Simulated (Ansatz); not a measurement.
Write a Python script for Ansatz 0.2.0 through its Python package that makes harmonic frequencies at the relaxed geometry of CH4AlFOSi, SMILES [F][Al]1[O]C[SiH2]1. Level of theory (for the species named): B3LYP, def2-SVP basis, multiplicity 1.

```yaml
atoms:
  - { symbol: F, position_ang: [-1.8521, -2.5726, 0.7655] }
  - { symbol: Al, position_ang: [-0.7697, -1.1458, 0.9479] }
  - { symbol: O, position_ang: [-1.0482, 0.6985, 0.9641] }
  - { symbol: C, position_ang: [-0.0281, 1.1318, -0.0103] }
  - { symbol: Si, position_ang: [0.8735, -0.4069, -0.4849] }
  - { symbol: H, position_ang: [-0.6505, 1.5291, -0.8905] }
  - { symbol: H, position_ang: [0.5969, 1.9027, 0.4124] }
  - { symbol: H, position_ang: [2.2595, -0.4043, 0.1097] }
  - { symbol: H, position_ang: [0.7072, -0.7787, -1.8310] }
```

`run_freq.py`:
```python
"""Harmonic frequencies of CH4AlFOSi at its relaxed geometry."""

from dataclasses import dataclass
import logging
import sys

import ansatz as az
from ase import Atoms
from ase.thermochemistry import IdealGasThermo
import numpy as np

logging.basicConfig(stream=sys.stdout, format="[%(levelname)s] %(message)s")
log = logging.getLogger("run")
log.setLevel(logging.INFO)


@dataclass(frozen=True)
class RunConfig:
    basis_set: str = "def2-SVP"
    functional: str = "b3lyp"


cfg = RunConfig()

GEOMETRY = """
F    -1.85210   -2.57260    0.76550
Al   -0.76970   -1.14580    0.94790
O    -1.04820    0.69850    0.96410
C    -0.02810    1.13180   -0.01030
Si    0.87350   -0.40690   -0.48490
H    -0.65050    1.52910   -0.89050
H     0.59690    1.90270    0.41240
H     2.25950   -0.40430    0.10970
H     0.70720   -0.77870   -1.83100
"""


def main() -> None:
    geometry = az.Crystal.molecule()
    for line in GEOMETRY.strip().splitlines():
        symbol, *xyz = line.split()
        geometry = geometry.atom(symbol, [float(v) for v in xyz])

    job = geometry.calculation()
    job = job.basis(gaussian=cfg.basis_set)
    job = job.functional(cfg.functional)
    symbols = [site.symbol for site in geometry.cartesian_sites]
    start = np.array([site.position_ang for site in geometry.cartesian_sites], dtype=float)
    report = job.relax(force_tolerance=0.003).run().report
    end = np.array(report["positions_ang"])

    log.info("final positions (A) and the move of each atom")
    for symbol, xyz, old in zip(symbols, end, start):
        log.info(f"{symbol:2s} {xyz[0]:10.5f} {xyz[1]:10.5f} {xyz[2]:10.5f}   {np.linalg.norm(xyz - old):7.4f}")

    # frequencies need a stationary point, so they are taken at the relaxed geometry
    minimum = az.Crystal.molecule()
    for symbol, place in zip(symbols, end):
        minimum = minimum.atom(symbol, place.tolist())
    vibrating = (
        minimum.calculation()
        .basis(gaussian=cfg.basis_set)
        .functional(cfg.functional)
        .phonons(temperatures=(200, 600, 100))
    )
    vib = vibrating.run().report["vibrations"]
    sums = vib["harmonic_sums"]
    modes = [m["omega_inv_cm"] for m in sums["modes_at_gamma"] if m["rigid_motion"] == "no"]
    print("frequencies (1/cm):", " ".join(f"{w:.0f}" for w in modes))
    print("imaginary modes:", sum(w < 0 for w in modes), " zero-point energy:", round(sums["zero_point_energy_ev"], 4), "eV")
    # rigid rotor and ideal gas, symmetry number taken as one
    gas = IdealGasThermo(vib_energies=[w / 8065.544 for w in modes if w > 0], geometry="linear" if len(modes) == 3 * len(symbols) - 5 else "nonlinear",
                         atoms=Atoms(symbols, positions=end), symmetrynumber=1, spin=0.0)
    log.info(f"H(298 K) - E = {gas.get_enthalpy(298.15, verbose=False):.4f} eV")
    log.info(f"S(298 K, 1 bar) = {96485.33 * gas.get_entropy(298.15, 1e5, verbose=False):.1f} J/(mol K) with symmetry number 1")


if __name__ == "__main__":
    main()
```

```console
$ python run_freq.py
[INFO] final positions (A) and the move of each atom
[INFO] F    -1.87787   -2.38234    1.36717    0.6316
[INFO] Al   -0.94188   -1.19280    0.68792    0.3153
[INFO] O    -1.22645    0.51495    0.75020    0.3335
[INFO] C    -0.12693    1.08636    0.00925    0.1105
[INFO] Si    0.95389   -0.43403   -0.57396    0.1230
[INFO] H    -0.50911    1.67135   -0.84681    0.2053
[INFO] H     0.44740    1.77631    0.65366    0.3107
[INFO] H     2.33622   -0.47208   -0.01022    0.1577
[INFO] H     1.03323   -0.61393   -2.05431    0.4281
frequencies (1/cm): 118 179 180 344 421 426 531 607 702 743 832 928 951 977 1207 1244 1458 2205 2216 3013 3065
imaginary modes: 0  zero-point energy: 1.3853 eV
[INFO] H(298 K) - E = 1.5871 eV
[INFO] S(298 K, 1 bar) = 334.8 J/(mol K) with symmetry number 1
```

Reading the output:
- The frequencies are harmonic and unscaled, in a modest basis.
- b3lyp holds the VWN-RPA fit, as in Gaussian; the form of ORCA and Turbomole is b3lyp5.
- The entropy takes a symmetry number of 1; a symmetric molecule's is lower by R ln(sigma).
- Timing: 3.5 min on 1 thread of Arm Neoverse V1, with other jobs on the host, peak memory 0.33 GiB.
